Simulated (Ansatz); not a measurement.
# C₃Si: geometry and frequencies at several levels

The task here is to estimate one member of a computed series from the others.

Program: Ansatz 0.2.0. Level of theory: the levels named in each step. These are calculated values, not measurements.

### The system as given

Bond lengths: C1–C2 1.405 Å, C1–C3 1.406 Å, C2–C3 1.541 Å, C2–Si4 1.907 Å, C3–Si4 1.908 Å. Angles: C1–C2–C3 56.8°, C1–C2–Si4 123.0°, C3–C2–Si4 66.2°, C2–C1–C3 66.5°, C1–C3–C2 56.7°, C1–C3–Si4 122.9°, C2–C3–Si4 66.2°, C2–Si4–C3 47.6°.

As a file:

```xyz
4

C    -1.5931    0.0363   -0.6474
C    -0.5295   -0.7580   -0.1859
C    -0.4784    0.7814   -0.2236
Si    1.1123   -0.0259    0.4519
```

Set-up of the first run:

input.yaml

```yaml
crystal:
  periodic: [false, false, false]
  atoms:
    - { symbol: C, position_ang: [-1.61395677, 0.03707251, -0.65584378] }
    - { symbol: C, position_ang: [-0.50113807, -0.72002019, -0.17588797] }
    - { symbol: C, position_ang: [-0.45283454, 0.74176612, -0.21181448] }
    - { symbol: Si, position_ang: [1.07925939, -0.02503844, 0.43852623] }
basis:
  gaussian: { orbitals: def2-TZVPP }
hamiltonian:
  xc: pbe0
  dispersion: d4
phonons: {}
```

On the command line:

```console
$ ansatz run input.yaml --threads 2 --pin off --max-ram 5120MiB --backend cpu --events-out ev --progress --plain --runs-dir out
```

Steps of the session up to this table: Frequencies, PBE0-D4/def2-TZVPP; Relaxation, PBE-D4/def2-TZVPP; Frequencies, PBE-D4/def2-TZVPP; Relaxation, r2SCAN-D4/def2-TZVPP; Frequencies, r2SCAN-D4/def2-TZVPP; Relaxation, B3LYP-D4/def2-TZVPP; Frequencies, B3LYP-D4/def2-TZVPP; Relaxation, B2PLYP/def2-TZVPP.

One table of the session follows, with a row left open; its other results are not shown here.

It belongs to the step «Geometries side by side». 

```
               level  C1–C2 (Å)  C1–C3 (Å)  C2–C3 (Å)  dipole (D)  highest frequency (cm⁻¹)
  PBE0-D4/def2-TZVPP     1.4290     1.4290     1.4630        4.07                      1434
   PBE-D4/def2-TZVPP          ?          ?          ?           ?                         ?
r2SCAN-D4/def2-TZVPP     1.4348     1.4348     1.4724        3.94                      1400
 B3LYP-D4/def2-TZVPP     1.4301     1.4301     1.4668        4.19                      1410
   B2PLYP/def2-TZVPP     1.4336     1.4336     1.4838        4.17                         -
```

Estimate the missing values for PBE-D4/def2-TZVPP.

As computed: C1–C2 (Å): 1.4425; C1–C3 (Å): 1.4425; C2–C3 (Å): 1.4854; dipole (D): 3.98; highest frequency (cm⁻¹): 1363. In the column «C1–C2 (Å)» it is the highest.
